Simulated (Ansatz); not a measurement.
Predict the output of the script below (Ansatz's Python interface).

The script, `b2h4s.py`:
```python
import ansatz as az

FIRST = [
    ("B", (-1.2311, -0.1638, -0.4656)),
    ("S", (-0.4127, -0.7088, 1.0834)),
    ("B", (1.1868, 0.0784, 0.5444)),
    ("H", (-1.2165, -0.7923, -1.4438)),
    ("H", (-1.8167, 0.9248, -0.5112)),
    ("H", (1.4674, 1.2051, 0.867)),
    ("H", (2.0225, -0.5435, -0.0744)),
]
SECOND = [
    ("B", (6.8528, -0.1446, 2.1379)),
    ("S", (5.1164, 0.276, 2.5554)),
    ("B", (4.5095, -0.6148, 1.0366)),
    ("H", (7.5157, 0.5167, 1.4484)),
    ("H", (7.3657, -1.181, 2.5771)),
    ("H", (4.1743, -1.7714, 1.0839)),
    ("H", (4.3584, -0.0384, -0.0184)),
]

def energy(atoms, ghosts=()):
    molecule = az.Crystal.molecule()
    for symbol, xyz in atoms:
        molecule = molecule.atom(symbol, xyz)
    calc = (
        molecule.calculation()
        .basis(gaussian="def2-SVP")
        .correlation("mp2", electrons="valence")
    )
    deck = calc.input()
    if ghosts:
        deck = deck.set(az.key.basis.gaussian.ghost_atoms, [{"symbol": s, "position_ang": list(xyz)} for s, xyz in ghosts])
    return az.Session.from_dict(deck).plan().execute().report["free_energy_ev"]

both = energy(FIRST + SECOND)
alone = energy(FIRST) + energy(SECOND)
ghosted = energy(FIRST, SECOND) + energy(SECOND, FIRST)
print(f"dimer {both:.6f} eV")
print(f"interaction, uncorrected   {23.060548 * (both - alone):8.3f} kcal/mol")
print(f"interaction, counterpoise  {23.060548 * (both - ghosted):8.3f} kcal/mol")
print(f"basis-set superposition    {23.060548 * (alone - ghosted):8.3f} kcal/mol")
```

`python b2h4s.py` gives:
```text
dimer -24454.077147 eV
interaction, uncorrected     -0.016 kcal/mol
interaction, counterpoise     0.805 kcal/mol
basis-set superposition       0.821 kcal/mol
```

Uncorrected it is -0.016 kcal/mol, with the counterpoise correction 0.805 kcal/mol; the difference, 0.821 kcal/mol, is the superposition error. The sign changes with the correction, so this basis doesn't settle it.

These settings explore the input space; basis and method may be short of convergence. The dimer is a generated trial pose of unrelaxed monomers, not a minimum, so the figure is no binding energy, and the basis set is small. Run time: 7.6 s on 1 thread of Arm Neoverse V1, with other jobs on the host, peak memory 0.31 GiB.
